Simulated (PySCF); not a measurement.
# C4H7B: the cost of one run

The runs use PySCF 2.14.0, with density-fitted response routines of our own; the level of theory stands in each step. All values are computed, except where a source is named. Atoms count from 0, in the outputs and in this text.

**1. The molecule as given**

12 atoms, charge 0, multiplicity 1; geometry from: PBE0-D3(BJ)/def2-SVP.

Bonds of the start (Å): B0–C1 1.55, C1–C2 1.51, C2–C3 1.34, C3–C4 1.51, C4–C1 1.56, B0–H5 1.21, B0–H6 1.21, C1–H7 1.12, C2–H8 1.09, C3–H9 1.09, C4–H10 1.10, C4–H11 1.10.

**2. Nuclear shieldings: HF/pcSseg-2**

The job: settings as JSON, then the geometry in Å.

```
{"job": {"kind": "nmr", "xc": "HF", "basis": "pcSseg-2", "pop": false}, "charge": 0, "multiplicity": 1}
B      1.629732    -0.097461     0.494128
C      0.175267    -0.275178    -0.013823
C     -1.064698     0.042105     0.791455
C     -1.610158     0.798708    -0.172938
C     -0.471798     0.591244    -1.142777
H      1.913511    -0.347668     1.644290
H      2.516416     0.194116    -0.278135
H      0.237645    -1.356856    -0.302520
H     -1.371594    -0.237439     1.803212
H     -2.534891     1.377936    -0.241215
H     -0.720582     0.045914    -2.068339
H      0.098647     1.494897    -1.415111
```

Method: GIAO HF/pcSseg-2 NMR shielding, non-relativistic, gas phase.

Started as:

```
$ OMP_NUM_THREADS=1 python probes_run.py task.json out
```

The driver reads the jobs from task.json and runs them one after another.

Q: Estimate the wall time and peak memory of this first job on 1 thread of Arm Neoverse V1, shared host.

About 17 s, with a peak of 0.93 GiB.
